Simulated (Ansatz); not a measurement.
**SeF radical: one species, many methods**

Aim: compute SeF radical with functionals from several rungs and with coupled cluster. The yardstick is the atomisation energy at the CCSD(T) limit.

Program: Ansatz 0.2.0, Gaussian basis. Level of theory: functionals in def2-TZVPP, the program's frozen cores in correlated methods. These are calculated values, not measurements.

Levels to be run: LDA (SPW92), PBE-D4, revPBE-D4, BLYP-D4, r2SCAN-D4, B97M-V, PBE0-D4, B3LYP-D4, r2SCANh-D4, r2SCAN0-D4, HSE06-D4, BHLYP-D4, CAM-B3LYP-D4, LC-ωPBE, ωB97X-V, ωB97M-V, B2PLYP, PBE-QIDH; CCSD(T)/def2-SVP; CCSD(T)/def2-TZVPP; CCSD(T)/def2-QZVPP; extrapolation to the limit; RPA on PBE.

**1. The geometry**

The geometry comes from an earlier relaxation with PBE0-D4 in a triple-zeta def2 set; it is a stationary point.

SMILES `F[Se]`, 2 atoms, charge 0, spin multiplicity 2.

Atoms are counted from 1 here; the program's logs count them from 0.

Bond lengths: F1–Se2 1.738 Å.

Coordinates:

| atom | x (Å) | y (Å) | z (Å) |
| --- | --- | --- | --- |
| F1 | 0.0000 | 0.0000 | 0.0350 |
| Se2 | 0.0000 | 0.0000 | 1.7726 |

**2. LDA**

This LDA is Slater exchange with PW92 correlation.

in.yaml

```yaml
crystal:
  periodic: [false, false, false]
  atoms:
    - {symbol: F, position_ang: [0.000000, -0.000000, 0.035021]}
    - {symbol: Se, position_ang: [-0.000000, 0.000000, 1.772589]}
basis:
  gaussian: {orbitals: def2-TZVPP}
magnetization: {spin_polarized: true, initial_magnetization: 1}
hamiltonian: {xc: lda}
output: {orbitals: {seedname: orbitals}}
```

The run is started by

```
> ansatz run in.yaml --threads 4 --pin off --events-out ev --progress --plain --max-ram 10444MiB
```

Further steps of the session: PBE-D4 (GGA); revPBE-D4 (GGA); BLYP-D4 (GGA); r2SCAN-D4 (meta-GGA); B97M-V (meta-GGA); B3LYP-D4 (hybrid); r2SCANh-D4 (hybrid); r2SCAN0-D4 (hybrid); HSE06-D4 (hybrid); BHLYP-D4 (hybrid); CAM-B3LYP-D4 (range-separated); LC-ωPBE (range-separated); ωB97X-V (range-separated); ωB97M-V (range-separated); B2PLYP (double hybrid); PBE-QIDH (double hybrid); CCSD(T) in def2-SVP; CCSD(T) in def2-TZVPP; CCSD(T) in def2-QZVPP; RPA on PBE orbitals.

**Question.** What will the summary of the whole plan be? Wanted: atomisation energy, CCSD(T)/CBS; farthest beyond LDA; mean size of error, GGA; mean size of error, meta-GGA; mean size of error, hybrid; mean size of error, range-separated; mean size of error, double hybrid; gap, smallest and largest; T1 diagnostic.

As calculated:

| quantity | value |
| --- | --- |
| atomisation energy, CCSD(T)/CBS | 334.1 kJ/mol |
| functionals within 3.3 kJ/mol (1.0 %) | PBE0-D4, HSE06-D4, LC-ωPBE, ωB97M-V |
| farthest beyond LDA | BHLYP-D4 (-46.9 kJ/mol) |
| mean size of error, GGA | 31.1 kJ/mol |
| mean size of error, meta-GGA | 7.5 kJ/mol |
| mean size of error, hybrid | 16.0 kJ/mol |
| mean size of error, range-separated | 5.1 kJ/mol |
| mean size of error, double hybrid | 12.5 kJ/mol |
| gap, smallest and largest | -0.11 eV (LDA (SPW92)), 7.88 eV (LC-ωPBE) |
| T1 diagnostic | 0.0145 |
| triples share of the correlation energy | 3.2 % |

In words: LDA overbinds by 132.2 kJ/mol (40 %). PBE-D4 misses by +42.6 kJ/mol. Double hybrids carry the basis error of their MP2 part in triple zeta, and no dispersion term here, so their miss is partly the set-up's. By mean error the best rung here is range-separated (5.1 kJ/mol) and the worst beyond LDA is GGA (31.1 kJ/mol). The gap between the best rungs is small, so their order is not settled. RPA and LDA stand outside this count. The reference freezes the cores and leaves out relativity and excitations past (T), and its outer-core shells are covered unevenly, so misses under about 3.3 kJ/mol can't be ranked. All levels share the lack of spin-orbit coupling, which lowers the free heavy atoms and so the true binding. Hartree-Fock recovers 37 % of the binding; the rest is correlation. CCSD(T) in def2-SVP is off by -69.4 kJ/mol, worse than the median functional, from the basis alone. Orbital gaps span -0.1 to 7.9 eV; exact exchange widens them. A negative gap means that an empty level lies below a filled one: whole occupations of an open shell aren't an aufbau state there. Correlated methods include outer-core shells of Se, which these sets cover unevenly.
